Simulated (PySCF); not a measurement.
# C2H7GaO (SMILES [CH3][Ga]([CH3])[OH]) at 5 levels

Wanted: a comparison of 5 runs (HF/STO-3G, HF/6-31G, HF/def2-SVP, r2SCAN/def2-SVP, MP2/pcseg-1) of C2H7GaO. 

The calculation is run with PySCF 2.14.0.

### 1 The system as given

The species is C2H7GaO (11 atoms), meant as a singlet with charge 0. As SMILES, `[CH3][Ga]([CH3])[OH]`. The coordinates come from a PBE0-D4/def2-TZVP relaxation.

Bond lengths: C1–Ga2 1.957 Å, Ga2–C3 1.967 Å, Ga2–O4 1.800 Å, C1–H5 1.093 Å, C1–H6 1.090 Å, C1–H7 1.093 Å, C3–H8 1.093 Å, C3–H9 1.093 Å, C3–H10 1.091 Å, O4–H11 0.959 Å. Some angles: C1–Ga2–C3 129.2°, C1–Ga2–O4 112.8°, C3–Ga2–O4 118.0°, Ga2–C1–H5 110.7°, Ga2–C1–H6 110.3°, Ga2–C1–H7 110.9°, Ga2–C3–H8 110.1°, Ga2–C3–H9 110.5°, Ga2–C3–H10 112.0°, Ga2–O4–H11 114.3°.

### 2 Energy and gradient at HF/STO-3G (run 1)

job.py reads:

```python
# [CH3][Ga]([CH3])[OH]
from pyscf import gto

mol = gto.M(
    atom=[
    ('C', (1.107000, 1.531100, -0.200300)),
    ('Ga', (-0.195200, 0.139700, 0.245800)),
    ('C', (-0.378100, -1.673700, -0.494400)),
    ('O', (-1.356000, 0.652500, 1.522500)),
    ('H', (2.124900, 1.186000, -0.002900)),
    ('H', (0.919500, 2.427500, 0.391400)),
    ('H', (1.052200, 1.790200, -1.260300)),
    ('H', (0.506800, -2.269300, -0.254600)),
    ('H', (-0.457300, -1.637100, -1.583600)),
    ('H', (-1.255200, -2.189100, -0.100400)),
    ('H', (-2.003300, -0.014700, 1.757300)),
],
    verbose=4,
    basis='sto-3g',
    max_memory=1860,
)

calc0 = mol.RHF()
calc0.conv_tol = 1e-10
calc0.kernel()
if not calc0.converged:
    calc0 = calc0.newton().run(calc0.mo_coeff, calc0.mo_occ)

etot = calc0.e_tot
print(f'total energy: {etot:.8f} hartree')
grad = calc0.nuc_grad_method().kernel()
dip = calc0.dip_moment()
pop, q = calc0.mulliken_pop()
```

Started as:

```console
$ OMP_NUM_THREADS=1 python job.py
```

Output:

```text
PySCF version 2.14.0

[... 71 lines left out ...]
converged SCF energy = -2053.63385410808
total energy: -2053.63385411 hartree
[... 11 lines left out ...]
Dipole moment(X, Y, Z, Debye): -0.16150, -1.13813, -0.41621
[... 52 lines left out ...]
charge of   10H =      0.16033
```

Wall time 7.5 s (1 thread of Intel Xeon at 2.50GHz (Skylake/Cascade Lake), shared host); peak memory 0.12 GiB.

### 3 Energy and gradient at HF/6-31G (run 2)

input.xyz reads:

```xyz
11
C2H7GaO
C      1.107000     1.531100    -0.200300
Ga    -0.195200     0.139700     0.245800
C     -0.378100    -1.673700    -0.494400
O     -1.356000     0.652500     1.522500
H      2.124900     1.186000    -0.002900
H      0.919500     2.427500     0.391400
H      1.052200     1.790200    -1.260300
H      0.506800    -2.269300    -0.254600
H     -0.457300    -1.637100    -1.583600
H     -1.255200    -2.189100    -0.100400
H     -2.003300    -0.014700     1.757300
```

job.py reads:

```python
import pyscf.grad
from pyscf import gto, scf

mol = gto.Mole()
mol.atom = 'input.xyz'
mol.basis = '6-31g'
mol.verbose = 3
mol.max_memory = 1860
mol.build()

myscf = scf.RHF(mol)
myscf.conv_tol = 1e-10
myscf.kernel()
if not myscf.converged:
    myscf = myscf.newton().run(myscf.mo_coeff, myscf.mo_occ)

energy = myscf.e_tot
print(f'total energy: {energy:.8f} hartree')
grad = myscf.Gradients().kernel()
myscf.analyze()
```

Started as:

```console
$ OMP_NUM_THREADS=1 python job.py
```

Output:

```text
converged SCF energy = -2077.58270903899
[... 13 lines left out ...]
MO #4   energy= -42.4933121284799  occ= 2
[... 7 lines left out ...]
MO #12  energy= -4.47579252159763  occ= 2
[... 7 lines left out ...]
MO #20  energy= -0.920338788574133 occ= 2
[... 7 lines left out ...]
MO #28  energy= -0.443700733782879 occ= 2
[... 7 lines left out ...]
MO #36  energy= 0.303907591744001  occ= 0
[... 7 lines left out ...]
MO #44  energy= 0.523283900689409  occ= 0
[... 7 lines left out ...]
MO #52  energy= 1.20949570545225   occ= 0
[... 7 lines left out ...]
MO #60  energy= 1.3990948064844    occ= 0
[... 7 lines left out ...]
MO #68  energy= 3.16408295117764   occ= 0
[... 12 lines left out ...]
Dipole moment(X, Y, Z, Debye):  0.46145, -2.17904, -1.48316
```

Run time: 27 s. Hardware: 1 thread of Intel Xeon at 2.50GHz (Skylake/Cascade Lake), shared host; peak memory 0.14 GiB.

Runs 3 to 4 aren't shown in full; the table further down has their settings and results.

### 4 Energy and gradient at MP2/pcseg-1 (run 5)

job.py reads:

```python
# [CH3][Ga]([CH3])[OH]
from pyscf import gto, mp

mol = gto.Mole()
mol.atom = '''
C      1.107000     1.531100    -0.200300
Ga    -0.195200     0.139700     0.245800
C     -0.378100    -1.673700    -0.494400
O     -1.356000     0.652500     1.522500
H      2.124900     1.186000    -0.002900
H      0.919500     2.427500     0.391400
H      1.052200     1.790200    -1.260300
H      0.506800    -2.269300    -0.254600
H     -0.457300    -1.637100    -1.583600
H     -1.255200    -2.189100    -0.100400
H     -2.003300    -0.014700     1.757300
'''
mol.basis = 'pcseg-1'
mol.verbose = 4
mol.max_memory = 1860
mol.build()

mf = mol.RHF()
mf.conv_tol = 1e-10
mf.kernel()
if not mf.converged:
    mf = mf.newton().run(mf.mo_coeff, mf.mo_occ)

pt = mp.MP2(mf, frozen=12).run()
e_tot = pt.e_tot
print('E = %.10f Eh' % e_tot)
grad = pt.nuc_grad_method().kernel()
mf.analyze()
```

Started as:

```console
$ OMP_NUM_THREADS=1 python job.py
```

Output:

```text
PySCF version 2.14.0

[... 89 lines left out ...]
DFT Exchange-Correlation Energy =      -94.651598624815279
[... 14 lines left out ...]
MO #13  energy= -1.29936501184435  occ= 2
[... 12 lines left out ...]
MO #26  energy= -0.534187380986529 occ= 2
[... 12 lines left out ...]
MO #39  energy= 0.273656008751563  occ= 0
[... 12 lines left out ...]
MO #52  energy= 0.732078369650623  occ= 0
[... 12 lines left out ...]
MO #65  energy= 1.29554680636347   occ= 0
[... 12 lines left out ...]
MO #78  energy= 2.23617937061137   occ= 0
[... 12 lines left out ...]
MO #91  energy= 2.81701555014865   occ= 0
[... 12 lines left out ...]
MO #104 energy= 3.96589311047456   occ= 0
[... 118 lines left out ...]
Dipole moment(X, Y, Z, Debye):  0.43441, -1.76391, -1.25406
```

Wall time 88 s (1 thread of Intel Xeon at 2.50GHz (Skylake/Cascade Lake), shared host); peak memory 1.1 GiB.

### 5 The series

| run | level | integration grid | frozen core orbitals | energy (Eh) | dipole moment (D) of the reference | HOMO energy (eV) | LUMO energy (eV) | wall time |
| --- | --- | --- | --- | --- | --- | --- | --- | --- |
| 1 | HF/STO-3G | – | – | -2053.633854 | 1.22 | -6.90 | 5.96 | 7.5 s |
| 2 | HF/6-31G | – | – | -2077.582709 | 2.68 | -10.69 | 2.39 | 27 s |
| 3 | HF/def2-SVP | – | – | -2077.592420 | 2.11 | -10.71 | 2.74 | 39 s |
| 4 | r2SCAN/def2-SVP | 5 | – | -2080.077403 | 1.77 | -6.60 | -0.60 | 2.5 min |
| 5 | MP2/pcseg-1 | – | 12 | -2078.225075 | 2.21 | -10.78 | 2.56 | 88 s |

### 6 Results

| quantity | value |
| --- | --- |
| run 5: total energy | -2078.22508 Eh |
| run 5: dipole moment (Hartree–Fock density) | 2.21 D |
| run 5: HOMO energy (Hartree–Fock orbitals) | -10.78 eV |
| run 5: LUMO energy (Hartree–Fock orbitals) | 2.56 eV |
| run 5: HOMO–LUMO gap (Hartree–Fock orbitals) | 13.35 eV |
| run 5: correlation energy (12 core orbitals frozen) | -568.2 mEh |
| run 5: largest force on an atom | 0.601 eV/Å |

Over runs 1, 2, 3, 4 the dipole moment (its size) runs from 1.22 D (HF/STO-3G) to 2.68 D (HF/6-31G). Over runs 1, 2, 3, 4 the HOMO–LUMO gap runs from 6.00 eV (r2SCAN/def2-SVP) to 13.46 eV (HF/def2-SVP). Exact exchange widens orbital gaps. In run 1 the basis is minimal, so the values are rough. All runs together took 5.1 min, the longest 2.5 min.
